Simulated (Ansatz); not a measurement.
# GaAsH2 (triplet): B2PLYP, RPA-PBE over vertical spin and charge gaps, cc-pVDZ

Aim: run GaAsH2 (triplet) with these functionals over vertical spin and charge gaps, and hold them against the top wave-function level at the same points.

Method: cc-pVDZ, all electrons in the functionals, frozen cores in the correlation of double hybrids and RPA; program: Ansatz 0.2.0, Gaussian basis.

Plan: B2PLYP, RPA-PBE, at charge 0, triplet; charge 0, singlet; charge 0, quintet; charge 1, doublet; charge 1, quartet.

14 further runs of the same task are left out: 8 for a known fault of the program, 6 set aside as unsound or not needed. Runs told in other sessions of the task aren't counted.

### 1 The system

The geometry is a PBE0/def2-TZVP stationary point (not a proven minimum). No spin-orbit coupling is included. The filled d shell of Ga, As may be among the frozen orbitals whatever the setting's name suggests.

4 atoms, charge 0, spin multiplicity 3.

Atoms are counted from 1 here; the program's logs count them from 0.

Bond lengths: Ga1–As2 2.473 Å, Ga1–H3 1.608 Å, As2–H4 1.527 Å. Angles: As2–Ga1–H3 116.3°, Ga1–As2–H4 93.5°.

No dispersion term is added.

The geometry shown and the zero of energy belong to the point charge 0, triplet. The yardstick, RCCSDTQ, and other wave-function levels (R restricted, U unrestricted, valence and pair active spaces) come from earlier runs.

### 2 B2PLYP, charge 0, triplet

Contents of in.yaml:

```yaml
crystal:
  periodic: [false, false, false]
  atoms:
    - {symbol: Ga, position_ang: [0.000000, -0.061519, 1.274398]}
    - {symbol: As, position_ang: [0.000000, 0.058800, -1.195307]}
    - {symbol: H, position_ang: [0.000000, 1.343482, 2.055926]}
    - {symbol: H, position_ang: [0.000000, -1.458691, -1.361996]}
basis:
  gaussian: {orbitals: cc-pVDZ}
magnetization: {spin_polarized: true, initial_magnetization: 2}
hamiltonian: {xc: {name: B2PLYP}}
correlation: {electrons: outside_noble_gas}
```

Command:

```sh
ansatz run in.yaml --threads 1 --pin off --events-out ev --progress --plain --max-ram 4096MiB --backend cpu
```

After this run come: B2PLYP, charge 0, singlet; B2PLYP, charge 0, quintet; B2PLYP, charge 1, doublet; B2PLYP, charge 1, quartet; RPA-PBE, charge 0, triplet; RPA-PBE, charge 0, singlet; RPA-PBE, charge 0, quintet; RPA-PBE, charge 1, doublet; RPA-PBE, charge 1, quartet.

Q: Predict the results of all the runs planned. Wanted: triplet to singlet, RCCSDTQ; triplet to quintet, RCCSDTQ; ionisation to the doublet cation, RCCSDTQ; ionisation to the quartet cation, RCCSDTQ; largest miss, B2PLYP; largest miss, RPA-PBE.

The runs gave:

| quantity | value |
| --- | --- |
| triplet to singlet, RCCSDTQ | -0.075 eV |
| triplet to quintet, RCCSDTQ | 3.507 eV |
| ionisation to the doublet cation, RCCSDTQ | 7.144 eV |
| ionisation to the quartet cation, RCCSDTQ | 8.908 eV |
| largest miss, B2PLYP | +0.215 eV (triplet to quintet) |
| largest miss, RPA-PBE | +0.186 eV (ionisation to the quartet cation) |

**Reading.** Of the functionals, RPA-PBE keep the smallest largest miss at the points compared (at most 0.186 eV) and B2PLYP strays most (0.215 eV, at triplet to quintet). B2PLYP, RPA-PBE clearly break the spin symmetry at some points (⟨S²⟩ up to 1.01 above the pure value), so energy there is bought with a mixed spin. Functionals and the yardstick converge differently with the basis, so part of each miss in cc-pVDZ is the basis.
